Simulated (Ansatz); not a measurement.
# CH8N2OSi: a ladder of functionals and wavefunction methods

An exercise on one series of results from a longer session: the logs are not shown, and one member is left open.

Computed with Ansatz 0.2.0, Gaussian basis. Level: functionals in def2-TZVPP, the program's frozen cores in correlated methods.

The runs, in order: PBE-D4, r2SCAN-D4, PBE0-D4, B3LYP-D4, ωB97X-V, ωB97M-V, B2PLYP; CCSD(T)/def2-TZVPP; MP2/def2-QZVPP; extrapolation to the limit.

### Structure used throughout

The geometry comes from an earlier relaxation with PBE0-D4 in a triple-zeta def2 set; it is a stationary point, not always the lowest conformer.

SMILES `N[SiH2]NCO`, 13 atoms, charge 0, spin multiplicity 1.

Atoms are counted from 1 here; the program's logs count them from 0.

Bond lengths: N1–Si2 1.709 Å, N1–H6 1.006 Å, N1–H7 1.006 Å, Si2–N3 1.716 Å, Si2–H8 1.493 Å, Si2–H9 1.491 Å, N3–C4 1.429 Å, N3–H10 1.009 Å, C4–O5 1.410 Å, C4–H11 1.098 Å, C4–H12 1.094 Å, O5–H13 0.962 Å. Angles: Si2–N1–H6 122.6°, Si2–N1–H7 120.5°, H6–N1–H7 112.2°, N1–Si2–N3 108.9°, N1–Si2–H8 117.4°, N1–Si2–H9 103.5°, N3–Si2–H8 103.2°, N3–Si2–H9 116.3°, H8–Si2–H9 108.1°, Si2–N3–C4 126.4°, Si2–N3–H10 119.0°, C4–N3–H10 113.7°, N3–C4–O5 113.0°, N3–C4–H11 108.0°, N3–C4–H12 112.2°, O5–C4–H11 111.1°, O5–C4–H12 104.5°, H11–C4–H12 108.0° and more.

Geometry (Å):

| atom | x (Å) | y (Å) | z (Å) |
| --- | --- | --- | --- |
| N1 | -0.9368 | -1.1097 | 1.8355 |
| Si2 | -0.1256 | -1.1487 | 0.3314 |
| N3 | 0.5807 | 0.3877 | 0.0396 |
| C4 | 0.7383 | 1.0213 | -1.2318 |
| O5 | 0.1450 | 2.2988 | -1.2886 |
| H6 | -1.6998 | -0.4811 | 2.0229 |
| H7 | -0.9633 | -1.9255 | 2.4232 |
| H8 | -0.9531 | -1.3802 | -0.8891 |
| H9 | 0.8188 | -2.2934 | 0.4754 |
| H10 | 1.0816 | 0.8457 | 0.7868 |
| H11 | 0.3168 | 0.3557 | -1.9963 |
| H12 | 1.7898 | 1.1965 | -1.4781 |
| H13 | -0.7721 | 2.1983 | -1.0162 |

The first run:

Input file in.yaml:

```yaml
crystal:
  periodic: [false, false, false]
  atoms:
    - {symbol: N, position_ang: [-0.936795, -1.109717, 1.835477]}
    - {symbol: Si, position_ang: [-0.125569, -1.148651, 0.331401]}
    - {symbol: N, position_ang: [0.580674, 0.387701, 0.039649]}
    - {symbol: C, position_ang: [0.738312, 1.021335, -1.231832]}
    - {symbol: O, position_ang: [0.144988, 2.298793, -1.288594]}
    - {symbol: H, position_ang: [-1.699801, -0.481120, 2.022937]}
    - {symbol: H, position_ang: [-0.963270, -1.925533, 2.423214]}
    - {symbol: H, position_ang: [-0.953080, -1.380160, -0.889065]}
    - {symbol: H, position_ang: [0.818765, -2.293417, 0.475406]}
    - {symbol: H, position_ang: [1.081629, 0.845653, 0.786755]}
    - {symbol: H, position_ang: [0.316809, 0.355660, -1.996300]}
    - {symbol: H, position_ang: [1.789835, 1.196473, -1.478125]}
    - {symbol: H, position_ang: [-0.772097, 2.198280, -1.016226]}
basis:
  gaussian: {orbitals: def2-TZVPP}
hamiltonian: {xc: pbe, dispersion: d4}
output: {forces: true, orbitals: {seedname: orbitals}}
```

Command:

```bash
$ ansatz run in.yaml --threads 4 --pin off --events-out ev --progress --plain --max-ram 10444MiB
```

Steps of the session up to this table: PBE-D4 (GGA); r2SCAN-D4 (meta-GGA); PBE0-D4 (hybrid); B3LYP-D4 (hybrid); ωB97X-V (range-separated); ωB97M-V (range-separated); B2PLYP (double hybrid); CCSD(T) in def2-TZVPP; MP2 in def2-QZVPP.

One table of the session follows, with a row left open; its other results are not shown here.

| method | atomisation energy (kcal/mol) |
| --- | --- |
| PBE-D4 | 1124.8 |
| r2SCAN-D4 | ? |
| PBE0-D4 | 1102.0 |
| B3LYP-D4 | 1109.4 |
| ωB97X-V | 1112.2 |
| ωB97M-V | 1111.8 |
| B2PLYP | 1094.8 |
| HF/def2-TZVPP | 765.3 |
| MP2/def2-TZVPP | 1086.7 |
| CCSD/def2-TZVPP | 1057.3 |
| CCSD(T)/def2-TZVPP | 1073.3 |
| MP2/CBS | 1121.8 |
| CCSD(T)/CBS | 1108.4 |

Q: Estimate the row for r2SCAN-D4 from the others.

As computed: atomisation energy (kcal/mol): 1101.3. In the column «atomisation energy (kcal/mol)» it lies between B2PLYP (1094.8) and PBE0-D4 (1102.0).
